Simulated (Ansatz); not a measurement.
# AlGaN2: the cost of one run

Program: Ansatz 0.2.0. Level of theory: DFT r2SCAN, scalar-relativistic, plane waves, PAW. These are calculated values, not measurements.

**1. Starting point**

Symmetry: P-4m2, No. 115, tetragonal system. The conventional cell has a = 3.141 Å, b = 3.141 Å, c = 4.424 Å, α = 90.00°, β = 90.00°, γ = 90.00°. Al (site symmetry -4m2) is surrounded by 4 N at 1.89 Å. Around Ga (site symmetry -4m2) lie 4 N at 1.95 Å. Around N (site symmetry 2mm) lie 2 Al at 1.89 Å and 2 Ga at 1.95 Å.

Structure file:

```xyz
4
Lattice="3.1409 0.0000 0.0000 0.0000 3.1409 0.0000 0.0000 0.0000 4.4238" Properties=species:S:1:pos:R:3 pbc="T T T"
Al    1.5704    1.5704    2.2119
Ga    0.0000    0.0000    0.0000
N     1.5704    0.0000    3.2660
N     0.0000    1.5704    1.1579
```

It goes back to an entry of the Materials Project, which need not be the stable form.

No relaxation comes first: the listed cell is the starting point.

**2. Zero of energy**

Reference values: F = -5104.8075 eV; pressure -0.37 GPa; largest force 0.093 eV/Å; gap on the mesh 3.35 eV. It was computed beforehand with the settings of the runs below.

**3. Next: freezing in a mode**

Mode 12 of the phonon run on this cell, counted from the lowest, is frozen in: each atom moves by x times its row below, so x is the largest displacement.

```
atom     ux     uy      uz
 Al1  0.000  0.000   0.000
 Ga2  0.000  0.000   0.000
  N3  0.000  0.000  -1.000
  N4  0.000  0.000   1.000
```

**4. At x = -0.120 Å**

Input file input.yaml:

```yaml
crystal:
  lattice:
    - [3.1408770487, 0.0, 0.0]
    - [0.0, 3.1408770487, 0.0]
    - [0.0, 0.0, 4.42383794]
  atoms:
    - { symbol: Al, position: [0.5, 0.5, 0.5] }
    - { symbol: Ga, position: [0.0, 0.0, 0.0] }
    - { symbol: "N", position: [0.5, 0.0, 0.7653905776] }
    - { symbol: "N", position: [0.0, 0.5, 0.2346094224] }
basis:
  ecutwfc: 500
kpoints:
  mp_grid: { grid: [8, 8, 6] }
hamiltonian:
  xc: r2scan
scf:
  occupations: { method: gaussian, width: 0.05 }
output:
  forces: true
  stress: true
  eigenvalues: true
```

Started as:

```
$ ansatz run input.yaml --threads 2 --pin off --max-ram 5120MiB --backend cpu --events-out ev --progress --plain --runs-dir out
```

**Question.** How long does this run take on 2 threads of Intel Xeon 6975P-C (Granite Rapids), shared host, and how much memory does it need?

About 2.6 s, with a peak of 0.5 GiB.
